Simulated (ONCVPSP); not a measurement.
# Nitrogen: generating and testing an ONCV potential

Aim: build the potential from the settings below, then test how well it stands in for the atom: other configurations, scattering, ghost states and the plane-wave cutoff that it needs.

Program: ONCVPSP 4.0.1. Reference atom: PBEsol, scalar-relativistic, spherical and spin-unpolarised. All values are calculated.

## Step 1: The atom and the settings

The settings as typed:

```json
{"element": "nitrogen (N, Z = 7)", "type": "optimised norm-conserving Vanderbilt (ONCV)", "frozen core": "[He]", "valence charge": "5", "reference configuration": "2s2 2p3", "partial waves": "2s: rc 1.00 bohr, ncon 3, nbas 6, qcut 7.7 1/bohr, 2 projectors, debl 3.5 Ha; 2p: rc 1.45 bohr, ncon 3, nbas 6, qcut 9 1/bohr, 3 projectors, debl 1.9 Ha; d scattering state at 0.18 Ha: rc 1.25 bohr, ncon 4, nbas 9, qcut 7.7 1/bohr, 2 projectors, debl 0.3 Ha", "local potential": "polynomial inside 0.80 bohr (lpopt 5, dvloc0 0 Ha)", "core correction": "not asked for"}
```

The nodes and maxima of the atom's own shells, from an earlier all-electron run, set the scale for the radii.

All-electron outer shells of the reference configuration (PBEsol, scalar-relativistic, ld1.x):

```json
{"shell": "1s", "level (eV)": "-383.09", "outermost node (bohr)": "–", "outermost maximum (bohr)": "0.15"}
{"shell": "2s", "level (eV)": "-18.46", "outermost node (bohr)": "0.32", "outermost maximum (bohr)": "1.02"}
{"shell": "2p", "level (eV)": "-7.04", "outermost node (bohr)": "–", "outermost maximum (bohr)": "0.98"}
```

## Step 2: Generating the potential

N.dat reads:

```
# ATOM AND REFERENCE CONFIGURATION
# atsym  z   nc   nv     iexc    psfile
  N 7.00    1    2  -116133      upf
#
#   n    l    f
    1    0    2.00
    2    0    2.00
    2    1    3.00
#
# PSEUDOPOTENTIAL AND OPTIMIZATION
# lmax
    2
#
#   l,   rc,      ep,       ncon, nbas, qcut
    0    1.00    0.00    3    6    7.70
    1    1.45    0.00    3    6    9.00
    2    1.25    0.18    4    9    7.70
#
# LOCAL POTENTIAL
# lloc, lpopt,  rc(5),   dvloc0
    4    5    0.80    0.00
#
# VANDERBILT-KLEINMAN-BYLANDER PROJECTORs
# l, nproj, debl
    0    2    3.50
    1    3    1.90
    2    2    0.30
#
# MODEL CORE CHARGE
# icmod, fcfact, rcfact
    0    0.00    0.00
#
# LOG DERIVATIVE ANALYSIS
# epsh1, epsh2, depsh
   -2.00    5.00    0.02
#
# OUTPUT GRID
# rlmax, drl
    6.00    0.01
#
# TEST CONFIGURATIONS
# ncnf
    4
# nvcnf
#   n    l    f
    2
    2    0    2.00
    2    1    2.00
#
    2
    2    0    2.00
    2    1    1.00
#
    2
    2    0    2.00
    2    1    0.00
#
    2
    2    0    1.00
    2    1    3.00
#
```

Run with:

```console
$ oncvpsp.x < N.dat > N.out
```

What does the calculation give? Wanted: cutoffs for 1 and 0.1 mHa per electron, occupied waves; bound ghosts; GHOST(+) flags; largest test error; largest phase difference near zero energy, channels read.

**Answer**, as computed:

| quantity | value |
| --- | --- |
| cutoffs for 1 and 0.1 mHa per electron, occupied waves | 26 Ha and 49 Ha |
| bound ghosts | none found |
| GHOST(+) flags | d at 4025 eV |
| largest test error (AE − PS) | +566 meV, for 2s2 2p0 |
| largest phase difference near zero energy, channels read | 0.000 rad |

The worst unpolarised test, 2s2 2p0, is off by 566 meV on 89.1 eV; by total energies transferability rates as poor. That test lies far up in energy; among those under 40 eV, nearer to bonding, the largest error is 13 meV. It counts as of middling hardness, with 26 Ha needed at the looser tolerance. The program's ghost test flags no bound state. Near zero energy the phases of the channels with partial waves agree within 0.001 rad. The program also flags highly localised states, GHOST(+) (d). These are tests on the free atom; a crystal test is still owed.
